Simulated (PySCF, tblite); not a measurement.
# C₆H₁₀SSi₂: geometry, infrared bands and NMR shifts

Wanted: the infrared bands and NMR shifts of C₆H₁₀SSi₂ (`S[SiH2][SiH2]c1ccccc1`), by calculation.

The runs use tblite 0.8.0 and PySCF 2.14.0, with density-fitted response routines of our own; the level of theory stands in each step. All values are computed, except where a source is named. Atoms are numbered from 0 throughout.

## 1. The molecule as given

19 atoms, charge 0, multiplicity 1; geometry from: force field or distance geometry start.

Bonds of the start (Å): S0–Si1 2.17, Si1–Si2 2.20, Si2–C3 1.83, C3–C4 1.39, C4–C5 1.39, C5–C6 1.38, C6–C7 1.37, C7–C8 1.37, C8–C3 1.36, S0–H9 1.41, Si1–H10 1.48, Si1–H11 1.48, Si2–H12 1.46, Si2–H13 1.48, C4–H14 1.08, C5–H15 1.09, C6–H16 1.09, C7–H17 1.08, C8–H18 1.08.

## 2. Relaxing the molecule with GFN2-xTB

What the job is given:

```
{"job": {"kind": "relax", "xc": "GFN2-xTB", "basis": "xTB"}, "charge": 0, "multiplicity": 1}
S      4.560800    -0.472300     0.336800
Si     2.572500    -1.334100     0.245100
Si     1.370500     0.107400    -0.906300
C     -0.375500     0.205300    -0.373800
C     -0.922200    -0.702200     0.531300
C     -2.262800    -0.568600     0.889500
C     -3.021400     0.460800     0.362400
C     -2.475000     1.361900    -0.517800
C     -1.163400     1.200700    -0.864700
H      4.617100     0.747200    -0.374400
H      2.679900    -2.580200    -0.545700
H      2.050200    -1.608200     1.604700
H      1.376600    -0.140700    -2.346300
H      1.924500     1.471900    -0.755900
H     -0.354800    -1.509900     0.959600
H     -2.695600    -1.269600     1.602800
H     -4.071200     0.585600     0.642600
H     -3.086700     2.147500    -0.926200
H     -0.733500     1.906800    -1.556000
```

Run with:

```bash
$ OMP_NUM_THREADS=1 python probes_run.py task.json out
```

The driver reads the jobs from task.json and runs them one after another.

**Question.** This job is followed by: GFN2-xTB harmonic vibrations, gas phase; GIAO PBE0/pcSseg-1 NMR shielding, non-relativistic, gas phase. Predict these results of the whole session: strongest single infrared mode (GFN2-xTB); zero-point energy (GFN2-xTB); 13C shifts against TMS (PBE0/pcSseg-1, means over atoms taken as alike); 1H shifts against TMS (PBE0/pcSseg-1, means over atoms taken as alike); 33S shifts against CS2 (PBE0/pcSseg-1); 29Si shifts against TMS (PBE0/pcSseg-1).

The runs gave:

```
                                                               quantity                                    value
                              strongest single infrared mode (GFN2-xTB)                     639 cm⁻¹, 737 km/mol
                                           zero-point energy (GFN2-xTB)                            81.2 kcal/mol
13C shifts against TMS (PBE0/pcSseg-1, means over atoms taken as alike)           141.6, 135.5, 135.3, 133.5 ppm
 1H shifts against TMS (PBE0/pcSseg-1, means over atoms taken as alike)  7.66, 7.62, 7.61, 5.10, 4.74, -0.51 ppm
                                 33S shifts against CS2 (PBE0/pcSseg-1)                                 -297 ppm
                                29Si shifts against TMS (PBE0/pcSseg-1)                         -60.9, -65.0 ppm
```

**Reading.** The optimisation took 106 steps and gained 0.495 eV; among the close pairs (by a distance rule), Si1–Si2 changed most, from 2.202 to 2.314 Å. All 51 modes are real, so the xTB geometry is a minimum. The strongest single mode, at 639 cm⁻¹, is carried by H11, H13, H12. GFN2-xTB is a fitted tight-binding method: band positions and strengths are rough. Its intensities can rank the bands wrongly. At PBE0/pcSseg-1: Shielding is most anisotropic at S0 (span 304 ppm, paramagnetic term -254 ppm). NICS(1)zz of -29 ppm above the planar ring from C3 marks a diatropic (aromatic) ring current.
